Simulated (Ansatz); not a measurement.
Task: a rigid torsion scan of C₂H₇GeO, SMILES CC[O][GeH2], with Ansatz 0.2.0, Python API. Give the script and its output. Level of theory (for the species named): B3LYP, def2-SVP basis, multiplicity 2.

```yaml
atoms:
  - { symbol: C, position_ang: [-1.5730, 0.7538, -0.0680] }
  - { symbol: C, position_ang: [-0.3968, -0.1590, 0.2433] }
  - { symbol: O, position_ang: [0.7887, 0.4466, -0.2071] }
  - { symbol: Ge, position_ang: [2.1513, -0.6636, 0.1836] }
  - { symbol: H, position_ang: [-1.6427, 0.9243, -1.1634] }
  - { symbol: H, position_ang: [-2.5161, 0.2846, 0.2839] }
  - { symbol: H, position_ang: [-1.4431, 1.7301, 0.4455] }
  - { symbol: H, position_ang: [-0.5652, -1.1309, -0.2747] }
  - { symbol: H, position_ang: [-0.3642, -0.3196, 1.3453] }
  - { symbol: H, position_ang: [3.4965, 0.0605, -0.0776] }
  - { symbol: H, position_ang: [2.0645, -1.9268, -0.7109] }
```

`torsion_c2h7geo.py`:
```python
import ansatz as az
from ase import Atoms

BASIS_SET = 'def2-SVP'
FUNCTIONAL = 'b3lyp'
FORCE_TOL = 0.02

atoms = Atoms(['C', 'C', 'O', 'Ge', 'H', 'H', 'H', 'H', 'H', 'H', 'H'], positions=[
    (-1.573, 0.7538, -0.068),
    (-0.3968, -0.159, 0.2433),
    (0.7887, 0.4466, -0.2071),
    (2.1513, -0.6636, 0.1836),
    (-1.6427, 0.9243, -1.1634),
    (-2.5161, 0.2846, 0.2839),
    (-1.4431, 1.7301, 0.4455),
    (-0.5652, -1.1309, -0.2747),
    (-0.3642, -0.3196, 1.3453),
    (3.4965, 0.0605, -0.0776),
    (2.0645, -1.9268, -0.7109),
])

first = (
    az.Crystal.molecule_from_ase(atoms).calculation()
    .basis(gaussian=BASIS_SET)
    .functional(FUNCTIONAL)
    .spin('collinear', total=1)
    .relax(force_tolerance=FORCE_TOL, max_steps=80)
)
atoms.positions = first.run().report['positions_ang']

start = atoms.get_dihedral(2, 1, 0, 4)
energies = {}
for turn in range(0, 121, 20):
    turned = atoms.copy()
    turned.set_dihedral(2, 1, 0, 4, start + turn, indices=[0, 4, 5, 6])
    model = (
        az.Crystal.molecule_from_ase(turned).calculation()
        .basis(gaussian=BASIS_SET)
        .functional(FUNCTIONAL)
        .spin('collinear', total=1)
    )
    energies[round((start + turn) % 360)] = model.run().report['free_energy_ev']
floor = min(energies.values())
print('dihedral O2-C1-C0-H4 (deg)   E - E(min) (kJ/mol)')
for angle, e in sorted(energies.items()):
    print(f'{angle:8d} {96.485332 * (e - floor):14.3f}  ' + '#' * int(30 * (e - floor) / max(max(energies.values()) - floor, 1e-9)))
```

Output of `python torsion_c2h7geo.py`:
```text
dihedral O2-C1-C0-H4 (deg)   E - E(min) (kJ/mol)
      61          0.000
      81          3.988  #######
     101         12.139  ######################
     121         16.298  ##############################
     141         12.160  ######################
     161          4.013  #######
     181          0.031
```

Reading the output:
- The settings weren't tested for convergence.
- The scan is rigid and the energies are electronic, in a modest basis. With rigid groups the curve can differ much from the relaxed path, the start wasn't checked as a minimum of this torsion, and equivalent turns needn't return to the same energy.
- The run takes the species as open-shell (spin multiplicity 2), which needn't be its ground state.
- b3lyp holds the VWN-RPA fit, as in Gaussian; the form of ORCA and Turbomole is b3lyp5.
- Timing: 120 s on 1 thread of Arm Neoverse V2 (shared host), peak memory 0.43 GiB.
